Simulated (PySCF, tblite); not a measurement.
# C₄H₅NO₃Si: geometry, infrared bands and NMR shifts

What infrared bands and NMR shifts should C₄H₅NO₃Si (`N#C[C@]([SiH3])(C=O)OC=O`) show?

Programs: tblite 0.8.0 and PySCF 2.14.0, with density-fitted response routines of our own. Each step states its level of theory. These are calculated values for one molecule in the gas phase, unless marked as measured. Atoms count from 0, in the outputs and in this text.

### 1 Starting geometry

14 atoms, charge 0, multiplicity 1; geometry from: force field or distance geometry start.

Bonds of the start (Å): N0–C1 1.17, C1–C2 1.44, C2–Si3 1.88, C2–C4 1.51, C4–O5 1.24, C2–O6 1.40, O6–C7 1.39, C7–O8 1.24, Si3–H9 1.47, Si3–H10 1.50, Si3–H11 1.48, C4–H12 1.10, C7–H13 1.10.

### 2 Geometry optimisation with GFN2-xTB

What the job is given:

```
{"job": {"kind": "relax", "xc": "GFN2-xTB", "basis": "xTB"}, "charge": 0, "multiplicity": 1}
N      0.115700    -1.853200     2.051100
C     -0.041200    -1.207500     1.087500
C     -0.218400    -0.430400    -0.115600
Si    -0.717600     1.306000     0.387100
C     -1.355300    -1.071500    -0.882400
O     -1.184000    -1.470000    -2.048900
O      0.945400    -0.369100    -0.890300
C      2.164800     0.152800    -0.463400
O      2.233300     0.608200     0.692300
H     -1.239500     2.075800    -0.748100
H     -1.805100     1.248500     1.417100
H      0.401100     2.033000     1.024800
H     -2.329300    -1.168300    -0.384200
H      3.029400     0.145200    -1.149100
```

Command:

```console
> OMP_NUM_THREADS=1 python probes_run.py task.json out
```

One launch serves the whole session: the jobs run in the order shown.

**Question.** This job is followed by: GFN2-xTB harmonic vibrations, gas phase; GIAO PBE0/pcSseg-1 NMR shielding, non-relativistic, gas phase. What will the session give for the following? strongest single infrared mode (GFN2-xTB); zero-point energy (GFN2-xTB); 13C shifts against TMS (PBE0/pcSseg-1); 1H shifts against TMS (PBE0/pcSseg-1, means over atoms taken as alike); 15N shifts against NH3 (PBE0/pcSseg-1); 29Si shifts against TMS (PBE0/pcSseg-1); 17O shifts against H2O (PBE0/pcSseg-1); surface potential, 1st and 99th percentile.

As calculated:

| quantity | value |
| --- | --- |
| strongest single infrared mode (GFN2-xTB) | 1700 cm⁻¹, 462 km/mol |
| zero-point energy (GFN2-xTB) | 51.7 kcal/mol |
| 13C shifts against TMS (PBE0/pcSseg-1) | 191.0, 170.8, 117.9, 76.5 ppm |
| 1H shifts against TMS (PBE0/pcSseg-1, means over atoms taken as alike) | 9.58, 8.22, 4.68 ppm |
| 15N shifts against NH3 (PBE0/pcSseg-1) | 327.6 ppm |
| 29Si shifts against TMS (PBE0/pcSseg-1) | -65.0 ppm |
| 17O shifts against H2O (PBE0/pcSseg-1) | 650.8, 414.6, 215.9 ppm |
| surface potential, 1st and 99th percentile | -1.40 V and 1.84 V |

In words: Relaxing lowered the energy by 1.115 eV in 153 steps; the close pair that moved most is C2–Si3, from 1.875 to 2.006 Å. No mode is imaginary among the 36: a minimum at this level. The strongest single mode, at 1700 cm⁻¹, moves mainly C7 and O8. GFN2-xTB is a fitted tight-binding method: band positions and strengths are rough. Its intensities can rank the bands wrongly. The most deshielded carbon is C4 (aldehyde carbonyl carbon), at 191.0 ppm: low-lying n→π* states of the double bond to the heteroatom give a large paramagnetic term (-251 ppm). H12 (hydrogen on an aldehyde carbonyl carbon) lies farthest downfield among hydrogen, at 9.58 ppm; deshielded by the polar, anisotropic C=O bond. At PBE0/pcSseg-1: Shielding is most anisotropic at O5 (span 1295 ppm, paramagnetic term -713 ppm). By nearest atom (PBE0/pcSseg-1), the HOMO sits on O5 47 %; C2 14 % and the LUMO on C4 39 %; O5 29 %.
